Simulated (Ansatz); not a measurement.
A nudged elastic band was laid between two geometries of a periodic cell of 13 atoms, Sn8Ru4C (host Sn2Ru, host structure I4/mcm, interstitial C).

All numbers below come from DFT PBEsol, scalar-relativistic, plane waves, PAW (Ansatz). Settings: cutoff 420 eV, k mesh 3x3x4, gaussian smearing 0.05 eV, no spin polarisation.

| Quantity | Value |
| --- | --- |
| movable images | 5 |
| climbing image | yes |
| spring | 5.0 eV/Å² |
| optimiser | lbfgs |
| start path | IDPP |
| force threshold | 0.05 eV/Å |
| iteration limit | 60 |
| end points | relaxed |

First end point:

```xyz
13
Lattice="6.3890 0.0000 0.0000 0.0000 6.3890 0.0000 0.0000 0.0000 5.6930" Properties=species:S:1:pos:R:3
Sn 0.749 3.940 -0.456
Sn 2.100 1.030 0.068
Sn 2.329 5.520 3.392
Sn 0.979 2.041 2.866
Ru 0.235 -0.354 1.468
Ru -0.108 -0.012 4.314
Sn 4.274 1.076 2.850
Sn 5.239 4.169 2.866
Sn 5.193 1.995 0.085
Sn 4.229 5.291 0.068
Ru 3.186 3.083 4.314
Ru 2.845 3.426 1.468
C 1.540 4.730 1.467
```

Last end point:

```xyz
13
Lattice="6.3890 0.0000 0.0000 0.0000 6.3890 0.0000 0.0000 0.0000 5.6930" Properties=species:S:1:pos:R:3
Sn 0.915 4.408 0.024
Sn 2.266 0.929 -0.500
Sn 2.035 5.420 2.824
Sn 0.684 2.511 3.348
Ru 0.171 0.415 1.424
Ru -0.172 0.073 4.270
Sn 4.164 1.160 2.824
Sn 5.127 4.456 2.806
Sn 5.175 2.280 0.024
Sn 4.211 5.372 0.041
Ru 3.121 3.367 4.270
Ru 2.780 3.024 1.424
C 1.475 1.719 1.424
```

Which bonds break or form, and what moves?

The atom that moves furthest is C13, by 3.01 Å; four of its nearest neighbours are Ru12 1.85, Ru5 1.85, Sn1 2.22, Sn3 2.23 Å at the first end and Ru5 1.84, Ru12 1.84, Sn4 2.23, Sn2 2.23 Å at the last.

What energy profile does the band end with?

It converged. The highest image is number 3 of 0 to 6, 1.07 eV above the ends, which have the same energy within 2 meV. By the program's own check the climbing image is a first-order saddle point (lowest curvatures found: -1.23 and 0.86 eV/Å²). Limits of this set-up: coarse k mesh, a small cell, in which the defect meets its images, a typed lattice constant that wasn't relaxed here.

```json
{"image": "0", "path coordinate (Å)": "0.00", "energy (eV)": "0.00", "Sn1–C13 (Å)": "2.22", "Sn3–C13 (Å)": "2.23", "Sn2–C13 (Å)": "3.08"}
{"image": "1", "path coordinate (Å)": "0.75", "energy (eV)": "0.55", "Sn1–C13 (Å)": "2.14", "Sn3–C13 (Å)": "2.23", "Sn2–C13 (Å)": "3.66"}
{"image": "2", "path coordinate (Å)": "1.51", "energy (eV)": "0.87", "Sn1–C13 (Å)": "2.11", "Sn3–C13 (Å)": "2.21", "Sn2–C13 (Å)": "3.25"}
{"image": "3", "path coordinate (Å)": "2.26", "energy (eV)": "1.07", "Sn1–C13 (Å)": "2.15", "Sn3–C13 (Å)": "2.60", "Sn2–C13 (Å)": "2.60"}
{"image": "4", "path coordinate (Å)": "3.02", "energy (eV)": "0.88", "Sn1–C13 (Å)": "2.19", "Sn3–C13 (Å)": "3.25", "Sn2–C13 (Å)": "2.21"}
{"image": "5", "path coordinate (Å)": "3.77", "energy (eV)": "0.55", "Sn1–C13 (Å)": "2.49", "Sn3–C13 (Å)": "3.66", "Sn2–C13 (Å)": "2.23"}
{"image": "6", "path coordinate (Å)": "4.53", "energy (eV)": "0.00", "Sn1–C13 (Å)": "3.08", "Sn3–C13 (Å)": "3.08", "Sn2–C13 (Å)": "2.23"}
```

What is the geometry of the highest image?


```xyz
13
Lattice="6.3890 0.0000 0.0000 0.0000 6.3890 0.0000 0.0000 0.0000 5.6930" Properties=species:S:1:pos:R:3:forces:R:3
Sn 0.794 4.335 -0.213 0.01 0.00 0.00
Sn 2.062 1.071 0.055 0.00 0.00 0.00
Sn 2.063 5.377 2.836 0.00 0.00 0.00
Sn 0.798 2.114 3.101 0.01 0.00 0.00
Ru 0.016 0.030 1.445 0.00 0.00 0.00
Ru -0.235 0.032 4.292 0.00 0.00 0.00
Sn 4.124 1.059 2.874 0.00 0.00 0.00
Sn 5.282 4.340 2.932 0.00 0.00 0.00
Sn 5.279 2.111 -0.041 0.00 0.00 0.00
Sn 4.124 5.390 0.018 0.00 0.00 0.00
Ru 2.997 3.224 4.294 0.00 0.00 0.00
Ru 3.459 3.224 1.448 -0.01 0.00 0.00
C 1.607 3.227 1.443 0.00 0.00 0.01
```

Time of the run: 44 min on 4 threads of Arm Neoverse V1, with other jobs on the host, peak memory 2.9 GiB.
